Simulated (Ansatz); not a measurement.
# AlNi: the cost of one run

Method: DFT PBEsol, scalar-relativistic, plane waves, PAW, in Ansatz 0.2.0.

2 further runs of the same task are left out: 2 set aside as unsound or not needed.

### 1 The starting structure

It takes space group Pm-3m (No. 221, cubic). The conventional cell has a = 2.862 Å, b = 2.862 Å, c = 2.862 Å, α = 90.00°, β = 90.00°, γ = 90.00°. Around Al (site symmetry m-3m) lie 8 Ni at 2.48 Å. Ni (site symmetry m-3m) has 8 Al at 2.48 Å in its first shell of neighbours.

Coordinates:

```
CELL_PARAMETERS angstrom
-2.86217 2.86217 2.86217
2.86217 -2.86217 2.86217
2.86217 2.86217 -2.86217
ATOMIC_POSITIONS crystal
Al 0.50000 0.00000 0.50000
Al 0.00000 0.50000 0.50000
Al 0.00000 0.00000 0.00000
Al 0.50000 0.50000 0.00000
Ni 0.50000 0.50000 0.50000
Ni 0.00000 0.00000 0.50000
Ni 0.00000 0.50000 0.00000
Ni 0.50000 0.00000 0.00000
```

It is built from the cell relaxed beforehand with the same method (11.72 Å³/atom).

### 2 Zero of the scan

Input file input.yaml:

```yaml
crystal:
  lattice:
    - [-2.8621655562, 2.8621655562, 2.8621655562]
    - [2.8621655562, -2.8621655562, 2.8621655562]
    - [2.8621655562, 2.8621655562, -2.8621655562]
  atoms:
    - { symbol: Al, position: [0.5, 0.0, 0.5] }
    - { symbol: Al, position: [0.0, 0.5, 0.5] }
    - { symbol: Al, position: [0.0, 0.0, 0.0] }
    - { symbol: Al, position: [0.5, 0.5, 0.0] }
    - { symbol: Ni, position: [0.5, 0.5, 0.5] }
    - { symbol: Ni, position: [0.0, 0.0, 0.5] }
    - { symbol: Ni, position: [0.0, 0.5, 0.0] }
    - { symbol: Ni, position: [0.5, 0.0, 0.0] }
basis:
  ecutwfc: 420
kpoints:
  mp_grid: { grid: [8, 8, 8] }
hamiltonian:
  xc: pbesol
scf:
  occupations: { method: gaussian, width: 0.15 }
output:
  forces: true
  stress: true
  eigenvalues: true
```

Command:

```console
$ ansatz run input.yaml --threads 2 --pin off --max-ram 5120MiB --backend cpu --events-out ev --progress --plain --runs-dir out
```

Q: Estimate wall time and peak memory on 2 threads of Intel Xeon Platinum 8175M at 2.50GHz (Skylake/Cascade Lake), shared host.

About 4.2 s, with a peak of 0.49 GiB.
